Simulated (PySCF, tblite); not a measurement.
# C₈H₁₁BO: geometry, infrared bands, NMR shifts and electronic excitations

Wanted: the infrared bands, NMR shifts and electronic excitations of C₈H₁₁BO (`C=CCB(C)c1ccco1`), by calculation.

The runs use tblite 0.8.0 and PySCF 2.14.0, with density-fitted response routines of our own; the level of theory stands in each step. All values are computed, except where a source is named. Atoms are numbered from 0 throughout.

**1. The molecule as given**

21 atoms, charge 0, multiplicity 1; geometry from: force field or distance geometry start.

Bonds of the start (Å): C0–C1 1.34, C1–C2 1.47, C2–B3 1.60, B3–C4 1.61, B3–C5 1.57, C5–C6 1.39, C6–C7 1.38, C7–C8 1.38, C8–O9 1.32, O9–C5 1.30, C0–H10 1.08, C0–H11 1.10, C1–H12 1.11, C2–H13 1.12, C2–H14 1.12, C4–H15 1.12, C4–H16 1.09, C4–H17 1.13, C6–H18 1.09, C7–H19 1.10, C8–H20 1.09.

**2. Relaxing the molecule with GFN2-xTB**

What the job is given:

```
{"job": {"kind": "relax", "xc": "GFN2-xTB", "basis": "xTB"}, "charge": 0, "multiplicity": 1}
C      3.156500     1.251900     0.264600
C      2.543900     0.077400     0.066900
C      1.400400    -0.107000    -0.842700
B      0.170700    -0.633500     0.040700
C      0.169200    -2.143600     0.589700
C     -1.182800     0.144900    -0.103700
C     -2.117300     0.165100     0.925100
C     -3.138800     0.946700     0.431700
C     -2.798400     1.353100    -0.842900
O     -1.609000     0.848300    -1.115400
H      3.991200     1.341500     0.949000
H      2.807100     2.154300    -0.254100
H      2.946000    -0.773900     0.648100
H      1.669000    -0.863200    -1.619900
H      1.092200     0.862900    -1.302700
H     -0.743200    -2.223700     1.232900
H      1.086200    -2.371900     1.126500
H      0.056900    -2.832600    -0.304800
H     -2.032000    -0.328800     1.891000
H     -4.050400     1.160900     1.001100
H     -3.426500     1.988000    -1.472100
```

On the command line:

```console
$ OMP_NUM_THREADS=1 python probes_run.py task.json out
```

The driver reads the jobs from task.json and runs them one after another.

**Question.** This job is followed by: GFN2-xTB harmonic vibrations, gas phase; PBE0-D3(BJ)/def2-SVP geometry optimisation, gas phase; GIAO PBE0/pcSseg-1 NMR shielding, non-relativistic, gas phase; TDDFT CAM-B3LYP/def2-SVPD, vertical, gas phase, core orbitals frozen in the response; GIAO CAM-B3LYP/pcSseg-1 NMR shielding, non-relativistic, gas phase. What will the session give for the following? strongest single infrared mode (GFN2-xTB); zero-point energy (GFN2-xTB); point group; rotational constants (main isotopes); ¹³C shifts against TMS (PBE0/pcSseg-1); ¹H shifts against TMS (PBE0/pcSseg-1, means over atoms taken as alike); ¹¹B shifts against BF3·OEt2 (PBE0/pcSseg-1); ¹⁷O shifts against H2O (PBE0/pcSseg-1); lowest singlet (CAM-B3LYP/def2-SVPD); lowest triplet; vertical ionisation energy (ΔSCF); vertical electron affinity (ΔSCF); range of the shift of B3.

**Answer**, as computed:

| quantity | value |
| --- | --- |
| strongest single infrared mode (GFN2-xTB) | 1264 cm⁻¹, 136 km/mol |
| zero-point energy (GFN2-xTB) | 105.6 kcal/mol |
| point group | C1 |
| rotational constants (main isotopes) | 2.07, 0.97, 0.75 GHz |
| ¹³C shifts against TMS (PBE0/pcSseg-1) | 167.9, 153.8, 141.1, 135.0, 127.4, 117.2, 31.8, 8.6 ppm |
| ¹H shifts against TMS (PBE0/pcSseg-1, means over atoms taken as alike) | 7.74, 7.59, 6.68, 5.90, 5.37, 5.29, 2.62, 0.92 ppm |
| ¹¹B shifts against BF3·OEt2 (PBE0/pcSseg-1) | 56.8 ppm |
| ¹⁷O shifts against H2O (PBE0/pcSseg-1) | 325.3 ppm |
| lowest singlet (CAM-B3LYP/def2-SVPD) | 4.88 eV (254 nm), f = 0.227 |
| lowest triplet | 3.37 eV |
| vertical ionisation energy (ΔSCF) | 8.64 eV |
| vertical electron affinity (ΔSCF) | -0.20 eV (unbound: the value hangs on the basis) |
| range of the shift of B3 | 56.8 to 61.0 ppm |

**Reading.** Over 193 steps the energy fell by 0.712 eV; of the close pairs, C5–O9 changed most, 1.304 to 1.365 Å (GFN2-xTB). All 57 modes are real, so the xTB geometry is a minimum. The strongest single mode, at 1264 cm⁻¹, is spread over several atoms, B3, C5, C6 among them. GFN2-xTB is a fitted tight-binding method: band positions and strengths are rough. Its intensities can rank the bands wrongly. The start of the PBE0/def2-SVP relaxation was shaken at random by about 0.01 Å, so part of the energy gained, and of the first lengths quoted, undoes that. Relaxing lowered the energy by 0.233 eV in 21 steps; the close pair that moved most is C1–H12, from 1.058 to 1.097 Å (PBE0/def2-SVP). No frequency check was run at this level, so the end point may be a saddle. At PBE0/pcSseg-1: The largest span, 414 ppm, is at O9, where the paramagnetic term is -390 ppm. NICS(1)zz of -27 ppm above the planar ring from C5 marks a diatropic (aromatic) ring current. The lowest singlet, at 4.88 eV, is HOMO→LUMO 0.90 and is bright. The lowest triplet lies 1.52 eV below the lowest singlet (triplets in Tamm-Dancoff, singlets in full TDDFT). ΔSCF puts the ionisation energy at 8.64 eV, 0.62 eV above −ε(HOMO). In ppm, B3 moves most: its shift spreads over 4.2 ppm, from 56.8 (PBE0/pcSseg-1) to 61.0 (CAM-B3LYP/pcSseg-1). These values are for one conformer; the search (at its own cheap level) found 2 more, at 0.02, 0.06 kcal/mol (those within 0.05 may be mirror or relabelled copies), and measured spectra average over such forms.
